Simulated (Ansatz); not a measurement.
# ClH3S2Si: the cost of one run

Method: the settings change from run to run; program: Ansatz 0.2.0, Gaussian basis.

## (1) The geometry

An earlier PBE0-D4 in a triple-zeta def2 set relaxation fixed the geometry.

7 atoms, charge 0, spin multiplicity 1.

Atoms are counted from 1 here; the program's logs count them from 0.

Bond lengths: S1–Si2 2.118 Å, S1–H5 1.345 Å, Si2–S3 2.119 Å, Si2–Cl4 2.055 Å, Si2–H6 1.478 Å, S3–H7 1.344 Å. Angles: Si2–S1–H5 93.3°, S1–Si2–S3 103.9°, S1–Si2–Cl4 113.8°, S1–Si2–H6 110.0°, S3–Si2–Cl4 109.9°, S3–Si2–H6 114.3°, Cl4–Si2–H6 105.2°, Si2–S3–H7 93.6°.

Geometry (Å):

```xyz
7
ClH3S2Si
S    -0.7637    1.0496   -1.5422
Si   -0.0613    0.0114    0.1649
S     1.9152   -0.5477   -0.3572
Cl   -1.1625   -1.6602    0.6292
H    -1.6745    1.7456   -0.8394
H    -0.1526    0.8794    1.3571
H     1.9607   -1.5460    0.5419
```

## (2) PBE-QIDH/def2-TZVP

This run has unrestricted orbitals, coordinates scaled by 1.25, density fitting with def2-universal-jkfit.

File in.yaml:

```yaml
crystal:
  periodic: [false, false, false]
  atoms:
    - {symbol: S, position_ang: [-0.954650, 1.312014, -1.927695]}
    - {symbol: Si, position_ang: [-0.076591, 0.014200, 0.206168]}
    - {symbol: S, position_ang: [2.393957, -0.684579, -0.446494]}
    - {symbol: Cl, position_ang: [-1.453067, -2.075259, 0.786555]}
    - {symbol: H, position_ang: [-2.093124, 2.182015, -1.049258]}
    - {symbol: H, position_ang: [-0.190713, 1.099233, 1.696352]}
    - {symbol: H, position_ang: [2.450814, -1.932499, 0.677373]}
basis:
  gaussian: {orbitals: def2-TZVP, fitting: {mean_field: def2-universal-jkfit}}
magnetization: {spin_polarized: true, initial_magnetization: 0}
hamiltonian: {xc: {name: PBE-QIDH}}
output: {forces: true}
```

Command:

```sh
$ ansatz run in.yaml --threads 2 --pin off --events-out ev --progress --plain --max-ram 4352MiB
```

**Question.** How long does this run take on 2 threads of Arm Neoverse V1, shared host, and how much memory does it need?

About 26 s, with a peak of 0.48 GiB.
